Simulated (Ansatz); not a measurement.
# BH₄PSSe: how energies converge with the basis set

The task here is to estimate one member of a computed series from the others.

The runs use Ansatz 0.2.0, Gaussian basis; one geometry, several basis sets.

Levels to be run: PBE0-D4/def2-SVP; ωB97M-V/def2-SVP; PBE0-D4/def2-QZVPP; ωB97M-V/def2-QZVPP; the functionals' def2-TZVPP values are taken from earlier runs.

## The relaxed structure

An earlier PBE0-D4 in a triple-zeta def2 set relaxation fixed the geometry.

8 atoms, charge 0, spin multiplicity 1.

Atoms are counted from 1 here; the program's logs count them from 0.

Bond lengths: B1–P2 1.923 Å, B1–Se4 2.152 Å, B1–H5 1.194 Å, B1–H6 1.195 Å, P2–S3 2.088 Å, P2–Se4 2.365 Å, S3–H7 1.346 Å, Se4–H8 1.472 Å. Angles: P2–B1–Se4 70.7°, P2–B1–H5 115.0°, P2–B1–H6 119.2°, Se4–B1–H5 109.2°, Se4–B1–H6 107.6°, H5–B1–H6 121.6°, B1–P2–S3 100.1°, B1–P2–Se4 59.2°, S3–P2–Se4 100.0°, P2–S3–H7 96.7°, B1–Se4–P2 50.1°, B1–Se4–H8 97.7°, P2–Se4–H8 94.6°.

Coordinates:

```xyz
8
BH4PSSe
B    -1.03540    0.51367    0.08473
P     0.73824    0.41701   -0.65143
S     1.86863    0.58768    1.09542
Se   -0.47923   -1.55077   -0.16337
H    -1.89386    0.78651   -0.69951
H    -1.17091    0.71311    1.25518
H     3.04169    0.20180    0.56087
H    -0.97695   -1.72611   -1.53770
```

Set-up of the first run:

Contents of in.yaml:

```yaml
crystal:
  periodic: [false, false, false]
  atoms:
    - {symbol: B, position_ang: [-1.035402, 0.513669, 0.084732]}
    - {symbol: P, position_ang: [0.738237, 0.417012, -0.651432]}
    - {symbol: S, position_ang: [1.868628, 0.587681, 1.095423]}
    - {symbol: Se, position_ang: [-0.479230, -1.550772, -0.163368]}
    - {symbol: H, position_ang: [-1.893863, 0.786507, -0.699508]}
    - {symbol: H, position_ang: [-1.170910, 0.713112, 1.255181]}
    - {symbol: H, position_ang: [3.041693, 0.201798, 0.560870]}
    - {symbol: H, position_ang: [-0.976952, -1.726107, -1.537699]}
basis:
  gaussian: {orbitals: def2-SVP}
hamiltonian: {xc: pbe0, dispersion: d4}
output: {orbitals: {seedname: orbitals}}
```

Among the steps run: PBE0-D4 in def2-SVP; ωB97M-V in def2-SVP; PBE0-D4 in def2-QZVPP; ωB97M-V in def2-QZVPP.

One of the session's tables, all rows but one given; the rest of the session is left out.

It belongs to the step «Functionals by basis». 

| functional | basis | HOMO (eV) | LUMO (eV) |
| --- | --- | --- | --- |
| PBE0-D4 | def2-SVP | -7.22 | -1.58 |
| PBE0-D4 | def2-TZVPP | -7.27 | -1.71 |
| PBE0-D4 | def2-QZVPP | -7.28 | -1.75 |
| ωB97M-V | def2-SVP | -9.22 | 0.46 |
| ωB97M-V | def2-TZVPP | -9.31 | 0.21 |
| ωB97M-V | def2-QZVPP | ? | ? |

Estimate the missing values for ωB97M-V, def2-QZVPP.

As computed: HOMO (eV): -9.32; LUMO (eV): 0.11. In the column «HOMO (eV)» it is the lowest.
